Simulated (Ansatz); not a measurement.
# Y: response to strain

Aim: deform Y (equal xy, yz and zx engineering shear strains of +2 %) and compute stress, forces and field gradients with LAPW, PAW and all-electron datasets made for the crystal.

Method: DFT LDA, scalar-relativistic, in Ansatz 0.2.0.

## 1. The system as given

It takes space group P6_3/mmc (No. 194, hexagonal). The conventional cell has a = 3.651 Å, b = 3.651 Å, c = 5.747 Å, α = 90.00°, β = 90.00°, γ = 120.00°. Around Y (site symmetry -6m2) lie 12 Y at 3.56 to 3.65 Å.

As a file:

```cif
data_structure
_symmetry_space_group_name_H-M 'P6_3/mmc'
_symmetry_Int_Tables_number 194
_cell_length_a 3.6515
_cell_length_b 3.6515
_cell_length_c 5.7474
_cell_angle_alpha 90.000
_cell_angle_beta 90.000
_cell_angle_gamma 120.000
_cell_volume 66.37
loop_
_atom_site_label
_atom_site_type_symbol
_atom_site_symmetry_multiplicity
_atom_site_Wyckoff_symbol
_atom_site_fract_x
_atom_site_fract_y
_atom_site_fract_z
_atom_site_occupancy
Y1 Y 2 c 0.33333 0.66667 0.25000 1
```

The file gives the conventional cell by its symmetry; the runs use the cell typed in the input.

Atoms are numbered in the order of the input: Y1, Y2.

## 2. The deformed structure

Space group P6_3/mmc before, P-1 after.

## 3. Full-potential LAPW

input.yaml reads:

```yaml
crystal:
  lattice:
    - [3.6514992371, 0.0365149924, 0.0365149924]
    - [-1.7941267075, 3.144033605, 0.0133654148]
    - [0.057474, 0.057474, 5.7474]
  atoms:
    - { symbol: "Y", position: [0.3333333333, 0.6666666667, 0.25] }
    - { symbol: "Y", position: [0.6666666667, 0.3333333333, 0.75] }
kpoints:
  mp_grid: { grid: [12, 12, 7] }
  band_path:
    path:
      - [0.0, 0.0, 0.0]
      - [0.0, -0.5, 0.0]
      - [0.0, 0.0, 0.5]
      - [0.0, 0.0, 0.0]
      - [-0.5, 0.0, 0.0]
      - [-0.5, 0.5, -0.5]
      - [0.0, 0.0, 0.0]
      - [-0.5, 0.0, -0.5]
      - [-0.5, 0.5, 0.0]
    npoints: 5
scf:
  occupations: { method: fermi_dirac, width: 0.08 }
hamiltonian:
  xc: lda
  pseudopotentials: { kind: all_electron, lapw: { basis_error: 0.00025 } }
output:
  forces: true
  stress: true
  eigenvalues: true
```

Started as:

```bash
$ ansatz run input.yaml --threads 1 --pin off --max-ram 3072MiB --backend cpu --events-out ev --progress --plain --runs-dir out
```

## 4. Frozen-core PAW

input.yaml reads:

```yaml
crystal:
  lattice:
    - [3.6514992371, 0.0365149924, 0.0365149924]
    - [-1.7941267075, 3.144033605, 0.0133654148]
    - [0.057474, 0.057474, 5.7474]
  atoms:
    - { symbol: "Y", position: [0.3333333333, 0.6666666667, 0.25] }
    - { symbol: "Y", position: [0.6666666667, 0.3333333333, 0.75] }
kpoints:
  mp_grid: { grid: [12, 12, 7] }
scf:
  occupations: { method: fermi_dirac, width: 0.08 }
hamiltonian:
  xc: lda
  pseudopotentials: { kind: paw }
output:
  forces: true
  stress: true
  eigenvalues: true
  efg: { contact_densities: true }
```

## 5. Datasets made for this crystal

Edit input.yaml of step 4 so:

```diff
@@ -14,3 +14,3 @@
   xc: lda
-  pseudopotentials: { kind: paw }
+  pseudopotentials: { kind: all_electron, datasets: crystal }
 output:
```

(Steps that only read results are left out.)

Q: Predict the outcome of this session. Wanted: pressure; largest shear or deviatoric stress.

As calculated:

| quantity | value |
| --- | --- |
| pressure | LAPW -3.90, PAW -3.90, crystal datasets -3.90 GPa |
| largest shear or deviatoric stress (LAPW) | 0.53 GPa |

What this shows: The largest part of the stress beyond the pressure is 0.53 GPa in size, in the xy component; the atoms are carried along and not relaxed. No run of the undeformed cell stands beside it, so the pressure holds what the given cell had before the change. PAW: stress within 0.01 GPa of LAPW. Crystal datasets: stress within 0.01 GPa of LAPW.
